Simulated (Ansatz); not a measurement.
# CH₄ClGeNS: small, medium and large basis sets

The task here is to estimate one member of a computed series from the others.

Program: Ansatz 0.2.0, Gaussian basis. Level of theory: one geometry, several basis sets. These are calculated values, not measurements.

Plan: PBE0-D4/def2-SVP; ωB97M-V/def2-SVP; PBE0-D4/def2-QZVPP; ωB97M-V/def2-QZVPP; the functionals' def2-TZVPP values are taken from earlier runs.

## The relaxed structure

All runs share one geometry, relaxed beforehand with PBE0-D4 in a triple-zeta def2 set.

SMILES `S/C=[N]/[GeH2][Cl]`, 9 atoms, charge 0, spin multiplicity 1.

Atoms are counted from 1 here; the program's logs count them from 0.

Bond lengths: S1–C2 1.749 Å, S1–H6 1.345 Å, C2–N3 1.260 Å, C2–H7 1.101 Å, N3–Ge4 1.843 Å, Ge4–Cl5 2.150 Å, Ge4–H8 1.529 Å, Ge4–H9 1.542 Å. Angles: C2–S1–H6 94.8°, S1–C2–N3 124.1°, S1–C2–H7 110.1°, N3–C2–H7 125.9°, C2–N3–Ge4 118.5°, N3–Ge4–Cl5 107.1°, N3–Ge4–H8 109.2°, N3–Ge4–H9 111.3°, Cl5–Ge4–H8 107.3°, Cl5–Ge4–H9 107.2°, H8–Ge4–H9 114.3°.

The first run:

Input file in.yaml:

```yaml
crystal:
  periodic: [false, false, false]
  atoms:
    - {symbol: S, position_ang: [-0.058969, 1.555095, 2.372239]}
    - {symbol: C, position_ang: [0.103313, 0.348546, 1.116130]}
    - {symbol: N, position_ang: [-0.033166, 0.587143, -0.113514]}
    - {symbol: Ge, position_ang: [0.163399, -0.802826, -1.307530]}
    - {symbol: Cl, position_ang: [-1.792205, -1.254137, -2.079289]}
    - {symbol: H, position_ang: [-0.337127, 2.562659, 1.526093]}
    - {symbol: H, position_ang: [0.338882, -0.630800, 1.560814]}
    - {symbol: H, position_ang: [1.021387, -0.337579, -2.484967]}
    - {symbol: H, position_ang: [0.682986, -2.074401, -0.606976]}
basis:
  gaussian: {orbitals: def2-SVP}
hamiltonian: {xc: pbe0, dispersion: d4}
output: {orbitals: {seedname: orbitals}}
```

Among the steps run: PBE0-D4 in def2-SVP; ωB97M-V in def2-SVP; PBE0-D4 in def2-QZVPP; ωB97M-V in def2-QZVPP.

One of the session's tables, all rows but one given; the rest of the session is left out.

It belongs to the step «Density functionals: the series». 

| functional | basis | HOMO (eV) |
| --- | --- | --- |
| PBE0-D4 | def2-SVP | -7.54 |
| PBE0-D4 | def2-TZVPP | -7.64 |
| PBE0-D4 | def2-QZVPP | -7.67 |
| ωB97M-V | def2-SVP | ? |
| ωB97M-V | def2-TZVPP | -9.77 |
| ωB97M-V | def2-QZVPP | -9.81 |

Estimate the missing values for ωB97M-V, def2-SVP.

The run gave: HOMO (eV): -9.60. In the column «HOMO (eV)» it lies between ωB97M-V, def2-TZVPP (-9.77) and PBE0-D4, def2-QZVPP (-7.67).
